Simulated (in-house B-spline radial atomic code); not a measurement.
# Co¹⁰⁺: excited configurations

Aim: the energies of several excited configurations of Co¹⁰⁺ above a reference configuration, each from its own self-consistent run.

The numbers are computed with in-house B-spline radial atomic code version 1 (Dirac-Hartree-Fock, average of configuration, Fermi nucleus, basis-set limit), except any that are marked as measured or tabulated.

## Step 1: What is computed

```
element       : cobalt (Z = 27)
charge        : +10
electrons     : 17
configuration : [Ne] 3s2 3p5
Hamiltonian   : Dirac-Coulomb
nucleus       : Fermi, rms radius 3.788 fm
```

The outer shells:

[Ne] 3s2 3p5
```
[Ne] core
3s [↑↓]
3p [↑↓][↑↓][↑ ]
```

The boxes draw the filling by Hund's rule, which heavy ions in jj coupling don't follow; these runs average over all states of the configuration.

Settings, as recorded:

```ini
Z = 27
electrons = 17.0
configuration = [Ne] 3s2 3p5
hamiltonian = dirac
method = hf
spin_polarised = False
nucleus = fermi
rms_radius = 3.7875
mass_number = 59
atomic_mass = 58.933193524
speed_of_light = 137.035999084
```

The reference is known from an earlier run: -1354.353116 hartree in all. Up to eight levels, counted from the top:

| orbital | occupation | energy (eV) | <r> (bohr) |
| --- | --- | --- | --- |
| 1s1/2 | 2 | -8046.50 | 0.05617 |
| 2s1/2 | 2 | -1233.33 | 0.2527 |
| 2p1/2 | 2 | -1100.71 | 0.2215 |
| 2p3/2 | 4 | -1085.61 | 0.2245 |
| 3s1/2 | 2 | -352.24 | 0.6959 |
| 3p1/2 | 1.66667 | -308.66 | 0.6988 |
| 3p3/2 | 3.33333 | -306.07 | 0.7043 |

## Step 2: Run with [He] 2s2 2p5 3s2 3p5 4p1

Settings: those of step 1 with these lines changed.

```diff
@@ -2,3 +2,3 @@
 electrons = 17.0
-configuration = [Ne] 3s2 3p5
+configuration = [He] 2s2 2p5 3s2 3p5 4p1
 hamiltonian = dirac
```

The program writes no log. Results of the run, from its result record (rounded, main fields):

```text
{
  "status": "converged",
  "iterations": 13,
  "energy [hartree]": {"total": -1320.02497927, "kinetic": 1341.79387055, "nuclear": -2982.11487634, "coulomb": 365.051881819, "exact_exchange": -44.7558553007},
  "breit [hartree]": {"gaunt": 0.548445, "retardation": -0.04714066, "frequency_dependence": -0.001350072},
  "qed [hartree]": {"self_energy": 0.3912084, "uehling": -0.03381867, "wichmann_kroll": 0.0002219153},
  "recoil [hartree]": 0.009830906,
  "total_with_corrections [hartree]": -1319.15758247,
  "orbitals [hartree, bohr; first row names the columns]": [
    ["name", "occ", "eps", "<r>"],
    ["1s1/2", 2.0, -299.24637, 0.056113],
    ["2s1/2", 2.0, -47.372271, 0.24992],
    ["2p1/2", 1.6667, -41.179655, 0.21051],
    ["2p3/2", 3.3333, -40.614666, 0.21337],
    ["3s1/2", 2.0, -13.744355, 0.67494],
    ["3p1/2", 1.6667, -14.006258, 0.67787],
    ["3p3/2", 3.3333, -13.896268, 0.68318],
    ["4p1/2", 0.33333, -5.3416376, 1.4909],
    ["4p3/2", 0.66667, -5.3141815, 1.4991]
  ],
  "sum_r [bohr^k]": {"-1": 110.4489, "1": 7.927451, "2": 6.619438},
  "energy_minus_base [hartree]": 34.3281365,
  "energy_minus_base_with_corrections [hartree]": 34.3008627
}
```

It took 0.96 s on 1 thread, shared host.

energy_minus_base is the energy less that of the reference run.

## Step 3: [Ne] 3s2 3p4 7g1

Settings: those of step 2 with these lines changed.

```diff
@@ -2,3 +2,3 @@
 electrons = 17.0
-configuration = [He] 2s2 2p5 3s2 3p5 4p1
+configuration = [Ne] 3s2 3p4 7g1
 hamiltonian = dirac
```

Result record:

```text
{
  "status": "converged",
  "iterations": 8,
  "energy [hartree]": {"total": -1344.34487471, "kinetic": 1366.2531724, "nuclear": -3041.5843885, "coulomb": 379.42038334, "exact_exchange": -48.4340419413},
  "breit [hartree]": {"gaunt": 0.5758349, "retardation": -0.05029603, "frequency_dependence": -0.001508565},
  "qed [hartree]": {"self_energy": 0.390263, "uehling": -0.03370985, "wichmann_kroll": 0.0002212096},
  "recoil [hartree]": 0.009870496,
  "total_with_corrections [hartree]": -1343.45419957,
  "orbitals [hartree, bohr; first row names the columns]": [
    ["name", "occ", "eps", "<r>"],
    ["1s1/2", 2.0, -297.12247, 0.056159],
    ["2s1/2", 2.0, -46.589597, 0.2523],
    ["2p1/2", 2.0, -41.727723, 0.22109],
    ["2p3/2", 4.0, -41.171026, 0.22407],
    ["3s1/2", 2.0, -13.810206, 0.68641],
    ["3p1/2", 1.3333, -12.29973, 0.68577],
    ["3p3/2", 2.6667, -12.201125, 0.69106],
    ["7g7/2", 0.44444, -1.2384846, 5.7448],
    ["7g9/2", 0.55556, -1.2384315, 5.7451]
  ],
  "sum_r [bohr^k]": {"-1": 112.6515, "1": 11.83036, "2": 41.12396},
  "energy_minus_base [hartree]": 10.0082411,
  "energy_minus_base_with_corrections [hartree]": 10.0042456
}
```

Wall time 0.9 s (1 thread, shared host).

Radial density 4πr²n(r) and radial functions P(r) = rR(r):

| r (bohr) | 4πr²n | 3p3/2 | 7g9/2 |
| --- | --- | --- | --- |
| 0.00523 | 3.800 | 0.0068 | 0.0000 |
| 0.00808 | 7.647 | 0.0155 | 0.0000 |
| 0.0125 | 14.19 | 0.0348 | 0.0000 |
| 0.0193 | 23.10 | 0.0755 | 0.0000 |
| 0.0297 | 31.07 | 0.1549 | 0.0000 |
| 0.0459 | 32.23 | 0.2967 | 0.0000 |
| 0.0709 | 26.71 | 0.5039 | 0.0000 |
| 0.109 | 27.97 | 0.7014 | 0.0000 |
| 0.169 | 36.49 | 0.6737 | 0.0003 |
| 0.261 | 25.90 | 0.1376 | 0.0018 |
| 0.403 | 10.50 | -0.8066 | 0.0101 |
| 0.622 | 11.34 | -1.3335 | 0.0469 |
| 0.961 | 4.418 | -0.8617 | 0.1645 |
| 1.48 | 0.3307 | -0.2021 | 0.3337 |
| 2.29 | 0.008129 | -0.0108 | 0.0871 |
| 3.54 | 0.1440 | -0.0001 | -0.3795 |
| 5.46 | 0.1653 | 0.0000 | 0.4065 |
| 8.43 | 0.07600 | 0.0000 | 0.2757 |
| 13.0 | 4.721e-05 | 0.0000 | 0.0069 |
| 20.1 | 1.390e-10 | 0.0000 | 0.0000 |

Clear maxima of the radial density (full grid of the record): 0.037, 0.17, 0.62, 3.5, 6.8 bohr.

X-ray form factor of the spherical density:

| sinθ/λ (1/Å) | f (electrons) |
| --- | --- |
| 0 | 17.000 |
| 0.1 | 15.735 |
| 0.2 | 14.995 |
| 0.3 | 13.831 |
| 0.4 | 12.493 |
| 0.6 | 9.953 |
| 0.8 | 8.071 |
| 1 | 6.861 |
| 1.4 | 5.327 |
| 1.8 | 4.041 |
| 2.5 | 2.389 |
| 4 | 1.257 |
| 6 | 0.856 |

## Step 4: Configuration [Ne] 3s2 3p4 4p1

Settings: those of step 3 with these lines changed.

```diff
@@ -2,3 +2,3 @@
 electrons = 17.0
-configuration = [Ne] 3s2 3p4 7g1
+configuration = [Ne] 3s2 3p4 4p1
 hamiltonian = dirac
```

Result record:

```text
{
  "status": "converged",
  "iterations": 9,
  "energy [hartree]": {"total": -1348.34323792, "kinetic": 1370.27405614, "nuclear": -3058.33111458, "coulomb": 388.263663037, "exact_exchange": -48.5498425164},
  "breit [hartree]": {"gaunt": 0.5774425, "retardation": -0.05060401, "frequency_dependence": -0.00151674},
  "qed [hartree]": {"self_energy": 0.3901959, "uehling": -0.03370253, "wichmann_kroll": 0.0002211623},
  "recoil [hartree]": 0.009885251,
  "total_with_corrections [hartree]": -1347.45131642,
  "orbitals [hartree, bohr; first row names the columns]": [
    ["name", "occ", "eps", "<r>"],
    ["1s1/2", 2.0, -296.50724, 0.056161],
    ["2s1/2", 2.0, -46.021295, 0.25242],
    ["2p1/2", 2.0, -41.15498, 0.2212],
    ["2p3/2", 4.0, -40.598894, 0.22418],
    ["3s1/2", 2.0, -13.319787, 0.68845],
    ["3p1/2", 1.3333, -11.812578, 0.68742],
    ["3p3/2", 2.6667, -11.714766, 0.69277],
    ["4p1/2", 0.33333, -5.2555611, 1.5151],
    ["4p3/2", 0.66667, -5.2288427, 1.5234]
  ],
  "sum_r [bohr^k]": {"-1": 113.2717, "1": 7.617748, "2": 6.396807},
  "energy_minus_base [hartree]": 6.00987787,
  "energy_minus_base_with_corrections [hartree]": 6.0071288
}
```

It took 0.64 s on 1 thread, shared host.

## Step 5: Configuration [He] 2s2 2p5 3s2 3p5 5f1

Settings: those of step 4 with these lines changed.

```diff
@@ -2,3 +2,3 @@
 electrons = 17.0
-configuration = [Ne] 3s2 3p4 4p1
+configuration = [He] 2s2 2p5 3s2 3p5 5f1
 hamiltonian = dirac
```

Result record:

```text
{
  "status": "converged",
  "iterations": 13,
  "energy [hartree]": {"total": -1317.21437198, "kinetic": 1338.95749874, "nuclear": -2971.41244671, "coulomb": 359.897575621, "exact_exchange": -44.656999637},
  "breit [hartree]": {"gaunt": 0.5467516, "retardation": -0.04681731, "frequency_dependence": -0.001341158},
  "qed [hartree]": {"self_energy": 0.3912599, "uehling": -0.03382493, "wichmann_kroll": 0.0002219557},
  "recoil [hartree]": 0.009829165,
  "total_with_corrections [hartree]": -1316.34829281,
  "orbitals [hartree, bohr; first row names the columns]": [
    ["name", "occ", "eps", "<r>"],
    ["1s1/2", 2.0, -299.63604, 0.056111],
    ["2s1/2", 2.0, -47.710725, 0.2498],
    ["2p1/2", 1.6667, -41.515607, 0.21043],
    ["2p3/2", 3.3333, -40.949817, 0.21328],
    ["3s1/2", 2.0, -14.01517, 0.67369],
    ["3p1/2", 1.6667, -14.282791, 0.67688],
    ["3p3/2", 3.3333, -14.172438, 0.68216],
    ["5f5/2", 0.42857, -2.5119638, 2.7148],
    ["5f7/2", 0.57143, -2.5115886, 2.7155]
  ],
  "sum_r [bohr^k]": {"-1": 110.0525, "1": 9.138044, "2": 12.5163},
  "energy_minus_base [hartree]": 37.1387438,
  "energy_minus_base_with_corrections [hartree]": 37.1101524
}
```

Run time: 1.4 s. Hardware: 1 thread, shared host.

## Step 6: Run with [Ne] 3s1 3p5 4p1

Settings: those of step 5 with these lines changed.

```diff
@@ -2,3 +2,3 @@
 electrons = 17.0
-configuration = [He] 2s2 2p5 3s2 3p5 5f1
+configuration = [Ne] 3s1 3p5 4p1
 hamiltonian = dirac
```

Result record:

```text
{
  "status": "converged",
  "iterations": 8,
  "energy [hartree]": {"total": -1346.68091529, "kinetic": 1368.42077798, "nuclear": -3055.1516565, "coulomb": 388.051181839, "exact_exchange": -48.0012186037},
  "breit [hartree]": {"gaunt": 0.5788209, "retardation": -0.05123737, "frequency_dependence": -0.001564294},
  "qed [hartree]": {"self_energy": 0.3868721, "uehling": -0.03342952, "wichmann_kroll": 0.0002193788},
  "recoil [hartree]": 0.00981327,
  "total_with_corrections [hartree]": -1345.79142084,
  "orbitals [hartree, bohr; first row names the columns]": [
    ["name", "occ", "eps", "<r>"],
    ["1s1/2", 2.0, -296.47418, 0.056168],
    ["2s1/2", 2.0, -45.977527, 0.25297],
    ["2p1/2", 2.0, -41.156202, 0.22121],
    ["2p3/2", 4.0, -40.600304, 0.22419],
    ["3s1/2", 1.0, -13.471275, 0.68689],
    ["3p1/2", 1.6667, -11.725922, 0.68882],
    ["3p3/2", 3.3333, -11.62721, 0.69429],
    ["4p1/2", 0.33333, -5.2600049, 1.5123],
    ["4p3/2", 0.66667, -5.2330903, 1.5206]
  ],
  "sum_r [bohr^k]": {"-1": 113.1539, "1": 7.624521, "2": 6.412696},
  "energy_minus_base [hartree]": 7.6722005,
  "energy_minus_base_with_corrections [hartree]": 7.66702438
}
```

Wall time 0.61 s (1 thread, shared host).

## Step 7: Configuration [He] 2s2 2p5 3s2 3p5 5p1

Settings: those of step 6 with these lines changed.

```diff
@@ -2,3 +2,3 @@
 electrons = 17.0
-configuration = [Ne] 3s1 3p5 4p1
+configuration = [He] 2s2 2p5 3s2 3p5 5p1
 hamiltonian = dirac
```

Result record:

```text
{
  "status": "converged",
  "iterations": 13,
  "energy [hartree]": {"total": -1317.83828184, "kinetic": 1339.59485786, "nuclear": -2973.09770506, "coulomb": 360.345348161, "exact_exchange": -44.680782802},
  "breit [hartree]": {"gaunt": 0.5475623, "retardation": -0.04697135, "frequency_dependence": -0.001345479},
  "qed [hartree]": {"self_energy": 0.3912457, "uehling": -0.03382278, "wichmann_kroll": 0.0002219419},
  "recoil [hartree]": 0.009823432,
  "total_with_corrections [hartree]": -1316.97156805,
  "orbitals [hartree, bohr; first row names the columns]": [
    ["name", "occ", "eps", "<r>"],
    ["1s1/2", 2.0, -299.57756, 0.056112],
    ["2s1/2", 2.0, -47.677569, 0.24985],
    ["2p1/2", 1.6667, -41.478909, 0.21044],
    ["2p3/2", 3.3333, -40.9134, 0.21329],
    ["3s1/2", 2.0, -14.006119, 0.67379],
    ["3p1/2", 1.6667, -14.274708, 0.6768],
    ["3p3/2", 3.3333, -14.164462, 0.68207],
    ["5p1/2", 0.33333, -3.1438718, 2.56],
    ["5p3/2", 0.66667, -3.1315569, 2.5704]
  ],
  "sum_r [bohr^k]": {"-1": 110.1149, "1": 8.989745, "2": 11.4741},
  "energy_minus_base [hartree]": 36.514834,
  "energy_minus_base_with_corrections [hartree]": 36.4868772
}
```

It took 1 s on 1 thread, shared host.

## Step 8: All configurations in order

| net move | configuration | energy above the reference (eV) | with Breit, QED, recoil (eV) | largest <r> (bohr) |
| --- | --- | --- | --- | --- |
| 3p → 4p | [Ne] 3s2 3p4 4p1 | 163.54 | 163.46 | 1.52 |
| 3s → 4p | [Ne] 3s1 3p5 4p1 | 208.77 | 208.63 | 1.52 |
| 3p → 7g | [Ne] 3s2 3p4 7g1 | 272.34 | 272.23 | 5.75 |
| 2p → 4p | [He] 2s2 2p5 3s2 3p5 4p1 | 934.12 | 933.37 | 1.50 |
| 2p → 5p | [He] 2s2 2p5 3s2 3p5 5p1 | 993.62 | 992.86 | 2.57 |
| 2p → 5f | [He] 2s2 2p5 3s2 3p5 5f1 | 1010.60 | 1009.82 | 2.72 |

Quantum defects of the promoted electron, δ = n − ζ/√(−2ε) with ζ = 11 and ε its orbital energy in hartree:

| promotion | δ |
| --- | --- |
| 3p → 4p | 0.601 |
| 3s → 4p | 0.603 |
| 3p → 7g | 0.011 |
| 2p → 4p | 0.629 |
| 2p → 5p | 0.607 |
| 2p → 5f | 0.092 |

**Reading.** The lowest of them is 3p → 4p at 163.54 eV and the highest 2p → 5f at 1010.60 eV. Koopmans' estimate of the ionisation threshold is 306.07 eV; 3 configurations exceed it by over 2 % and could autoionise. Of those tabulated, the defect is largest for 4p (0.63) and least for 7g (0.01): low angular momentum penetrates the core, high angular momentum stays outside it. Two partly filled shells share a symmetry and can mix in the average, which may lower the energy, for: 3p → 4p; 3s → 4p; 2p → 4p; 2p → 5p; 2p → 5f. These are averages over configurations, without correlation, not spectroscopic levels.
